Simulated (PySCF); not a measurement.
# MoOBr: structure of the quartet

Where does quartet MoOBr go from a linear start, is the end point a minimum, and what are its modes, charges and moments?

Method: PBE0, basis Mo def2-TZVP with ECP28, O def2-TZVP, Br def2-TZVP, scalar-relativistic core potentials, no spin–orbit coupling, density fitting; program: PySCF 2.14.0.

**1. The system as given**

3 atoms, charge 0, spin multiplicity 4.

Bond lengths: Mo1–O2 1.780 Å, Mo1–Br3 2.520 Å. Angles: O2–Mo1–Br3 180.0°.

Z-matrix (Å, degrees; charge 0 multiplicity 4):
```
Mo
O  1 1.7800
Br 1 2.5200 2 180.00
```

**2. Finding the electronic state**

The steps below are one call of a driver around PySCF. For each, scf.py gives the equivalent set-up of the SCF; relaxations use the driver's own optimiser. After this first run the driver tries any further starts and a stability analysis.

scf.py

```python
from pyscf import gto, scf, dft
mol = gto.M(atom='''
Mo     0.000000     0.000000     0.000000
O      0.000000     0.000000    -1.780000
Br     0.000000     0.000000     2.520000''',
    basis={'Mo': 'def2-TZVP', 'O': 'def2-TZVP', 'Br': 'def2-TZVP'},
    ecp={'Mo': 'def2-TZVP'},
    charge=0, spin=3)
mf = dft.UKS(mol, xc='PBE0')
mf.grids.atom_grid = (50, 194)
aux = {'Mo': 'def2-universal-JKFIT', 'O': 'def2-universal-JKFIT', 'Br': 'def2-universal-JKFIT'}
mf = mf.density_fit(auxbasis=aux)
mf.conv_tol = 1e-08
mf.diis_space = 10
mf.max_cycle = 60
mf.init_guess = 'minao'
mf.verbose = 4
mf.kernel()
```

Command:

```bash
> OMP_NUM_THREADS=4 python axn.py task.json out
```

The runs that follow: Relaxing the quartet from the linear start; Is it a minimum? Harmonic modes; Following the imaginary mode; Vibrations and properties at this point.

Before running it: what results should come out? Wanted: minimum; geometry; wavenumbers; dipole moment; highest occupied, lowest empty level; polar-tensor charge of Mo1; zero-point energy; atomisation energy; ⟨S²⟩.

As calculated:

| quantity | value |
| --- | --- |
| minimum | quartet, Cs |
| geometry | Mo–Br 2.430 Å, Mo–O 1.664 Å; Br–Mo–O 135.8° |
| wavenumbers (cm⁻¹) | 130 (a'), 285 (a'), 1031 (a') |
| dipole moment | 1.54 D |
| highest occupied, lowest empty level (either spin) | -6.46, -3.13 eV |
| polar-tensor charge of Mo1 | +1.21 e |
| zero-point energy | 8.7 kJ/mol |
| entropy at 298.15 K | 313.3 J/(mol K) |
| atomisation energy (no zero-point energy) | 896 kJ/mol |
| ⟨S²⟩ | 3.785 |

From C∞v at the start the molecule goes to a Cs minimum, after a stop at a second-order saddle point 20.4 kJ/mol higher, from which it was pushed off along an imaginary mode. In the infrared the band at 1031 cm⁻¹ (a', stretch) leads. Most of the spin sits on Mo1 (Mulliken spin 3.17, against 3 for the whole molecule). Other starts or spin states, not run here, may lie lower. Open d and f shells are described by one determinant, and the ground state may have another occupation or spin.
